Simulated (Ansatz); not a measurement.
# H8OSSi3: basis-set convergence

An exercise on one series of results from a longer session: the logs are not shown, and one member is left open.

Method: one geometry, several basis sets; program: Ansatz 0.2.0, Gaussian basis.

Plan: PBE0-D4/def2-SVP; ωB97M-V/def2-SVP; PBE0-D4/def2-QZVPP; ωB97M-V/def2-QZVPP; the functionals' def2-TZVPP values are taken from earlier runs.

### The geometry

An earlier PBE0-D4 in a triple-zeta def2 set relaxation fixed the geometry.

SMILES `O[SiH]([SiH3])[SiH2]S`, 13 atoms, charge 0, spin multiplicity 1.

Atoms are counted from 1 here; the program's logs count them from 0.

Bond lengths: O1–Si2 1.656 Å, O1–H6 0.963 Å, Si2–Si3 2.338 Å, Si2–Si4 2.345 Å, Si2–H7 1.496 Å, Si3–H8 1.489 Å, Si3–H9 1.487 Å, Si3–H10 1.487 Å, Si4–S5 2.160 Å, Si4–H11 1.488 Å, Si4–H12 1.486 Å, S5–H13 1.344 Å. Angles: Si2–O1–H6 114.5°, O1–Si2–Si3 109.0°, O1–Si2–Si4 106.1°, O1–Si2–H7 111.4°, Si3–Si2–Si4 114.3°, Si3–Si2–H7 109.4°, Si4–Si2–H7 106.7°, Si2–Si3–H8 108.2°, Si2–Si3–H9 111.7°, Si2–Si3–H10 110.3°, H8–Si3–H9 108.8°, H8–Si3–H10 108.7°, H9–Si3–H10 109.2°, Si2–Si4–S5 104.6°, Si2–Si4–H11 115.1°, Si2–Si4–H12 112.8°, S5–Si4–H11 111.3°, S5–Si4–H12 103.2° and more.

The first run:

Contents of in.yaml:

```yaml
crystal:
  periodic: [false, false, false]
  atoms:
    - {symbol: O, position_ang: [-0.494530, 0.439850, 1.847648]}
    - {symbol: Si, position_ang: [-0.348193, -0.433158, 0.447917]}
    - {symbol: Si, position_ang: [1.511070, -1.839398, 0.620724]}
    - {symbol: Si, position_ang: [-0.210135, 1.137857, -1.288003]}
    - {symbol: S, position_ang: [-1.585509, 2.702961, -0.717116]}
    - {symbol: H, position_ang: [-0.933872, 1.290540, 1.744408]}
    - {symbol: H, position_ang: [-1.571070, -1.254833, 0.186331]}
    - {symbol: H, position_ang: [1.617815, -2.624979, -0.640007]}
    - {symbol: H, position_ang: [1.381868, -2.782510, 1.763235]}
    - {symbol: H, position_ang: [2.751111, -1.036181, 0.788586]}
    - {symbol: H, position_ang: [-0.523280, 0.610679, -2.643509]}
    - {symbol: H, position_ang: [1.100741, 1.836682, -1.329759]}
    - {symbol: H, position_ang: [-2.675717, 1.917689, -0.765757]}
basis:
  gaussian: {orbitals: def2-SVP}
hamiltonian: {xc: pbe0, dispersion: d4}
output: {orbitals: {seedname: orbitals}}
```

On the command line:

```
$ ansatz run in.yaml --threads 4 --pin off --events-out ev --progress --plain --max-ram 10444MiB
```

Among the steps run: PBE0-D4 in def2-SVP; ωB97M-V in def2-SVP; PBE0-D4 in def2-QZVPP; ωB97M-V in def2-QZVPP.

One table of the session follows, with a row left open; its other results are not shown here.

It belongs to the step «Density functionals: the series». 

| functional | basis | HOMO (eV) |
| --- | --- | --- |
| PBE0-D4 | def2-SVP | -7.27 |
| PBE0-D4 | def2-TZVPP | ? |
| PBE0-D4 | def2-QZVPP | -7.33 |
| ωB97M-V | def2-SVP | -9.24 |
| ωB97M-V | def2-TZVPP | -9.32 |
| ωB97M-V | def2-QZVPP | -9.34 |

Estimate the missing values for PBE0-D4, def2-TZVPP.

**Answer.** HOMO (eV): -7.32. In the column «HOMO (eV)» it lies between PBE0-D4, def2-QZVPP (-7.33) and PBE0-D4, def2-SVP (-7.27).
